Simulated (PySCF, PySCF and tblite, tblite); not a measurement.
# C₃H₈O₂Si: a path driven as rotation about a bond, and NMR exchange

An exercise on one series of results from a longer session: the logs are not shown, and one member is left open.

Computed with tblite 0.8.0 (tight binding) and PySCF 2.14.0 (DFT, with response routines of our own); each step states its level. Atoms count from 0 throughout.

### The starting structure

14 atoms, charge 0, multiplicity 1; geometry from: force field or distance geometry start.

Bonds of the start (Å): C0–C1 1.51, C0–H6 1.09, C0–H7 1.10, C0–H8 1.10, C1–C2 1.52, C1–H10 1.11, C1–H9 1.09, C2–O3 1.23, C2–O4 1.35, O4–Si5 1.65, Si5–H11 1.49, Si5–H12 1.48, Si5–H13 1.49.

The first run:

Job settings and geometry (Å):

```
{"job": {"xc": "GFN2-xTB", "basis": "xTB", "kind": "relax"}, "charge": 0, "multiplicity": 1}
C     -2.268900     0.452500     0.454400
C     -1.177600    -0.490700     0.018500
C      0.153500     0.214800    -0.176400
O      0.320700     1.426300    -0.036400
O      1.083700    -0.685400    -0.550900
Si     2.648900    -0.265200    -0.879100
H     -2.024300     0.957200     1.393200
H     -2.436700     1.235300    -0.296000
H     -3.210700    -0.093000     0.598700
H     -1.460300    -0.982100    -0.907100
H     -1.037600    -1.261600     0.798400
H      3.292200     0.296600     0.337900
H      2.711500     0.684400    -2.006400
H      3.404900    -1.489500    -1.262500
```

The run is started by

```
$ OMP_NUM_THREADS=1 python ens_run.py task.json out
```

This one command runs the whole study; its stages follow in the order run.

Among the steps run: GFN2-xTB relaxation, start minimum; Relaxed scan, rotation; Nudged elastic band, leg 1; Saddle search, leg 1; DFT refinement, start: PBE0-D3(BJ)/def2-SVP; Shieldings, start: PBE0/pcSseg-1; Shieldings, saddle of leg 1: PBE0/pcSseg-1; Shieldings, end: PBE0/pcSseg-1; Kinetics and line shapes; Single-point energy, saddle of leg 1: PBE0/pcSseg-1; Second level: PBE0/pcSseg-1; Shieldings, start: PBE0/6-311+G(2d,p); Single-point energy, saddle of leg 1: PBE0/6-311+G(2d,p); Shieldings, end: PBE0/6-311+G(2d,p); Second level: PBE0/6-311+G(2d,p) + D3(BJ).

One table of the session follows, with a row left open; its other results are not shown here.

Barriers by level (kcal/mol; entropies in cal/(mol K)). Zero-point and thermal terms come from xTB in every row. ΔG‡ leaves symmetry out; the rate counts equivalent paths (a factor of 2); effective ΔG‡, where given, is the barrier that would give that rate by Eyring's equation alone:

| level | ΔE‡ | with zero-point | ΔH‡ | ΔG‡ (298 K) | ΔE of reaction |
| --- | --- | --- | --- | --- | --- |
| GFN2-xTB | 4.29 | 4.06 | 3.58 | 4.52 | 3.46 |
| PBE0-D3(BJ)/def2-SVP | 8.15 | 7.92 | 7.44 | 8.37 | 6.43 |
| PBE0/pcSseg-1 + D3(BJ) | ? | ? | ? | ? | ? |
| PBE0/6-311+G(2d,p) + D3(BJ) | 8.03 | 7.80 | 7.32 | 8.25 | 6.22 |

**Question.** Estimate the row for PBE0/pcSseg-1 + D3(BJ).

As computed: ΔE‡: 8.46; with zero-point: 8.23; ΔH‡: 7.75; ΔG‡ (298 K): 8.69; ΔE of reaction: 6.85. In the column «ΔE‡» it is the highest.
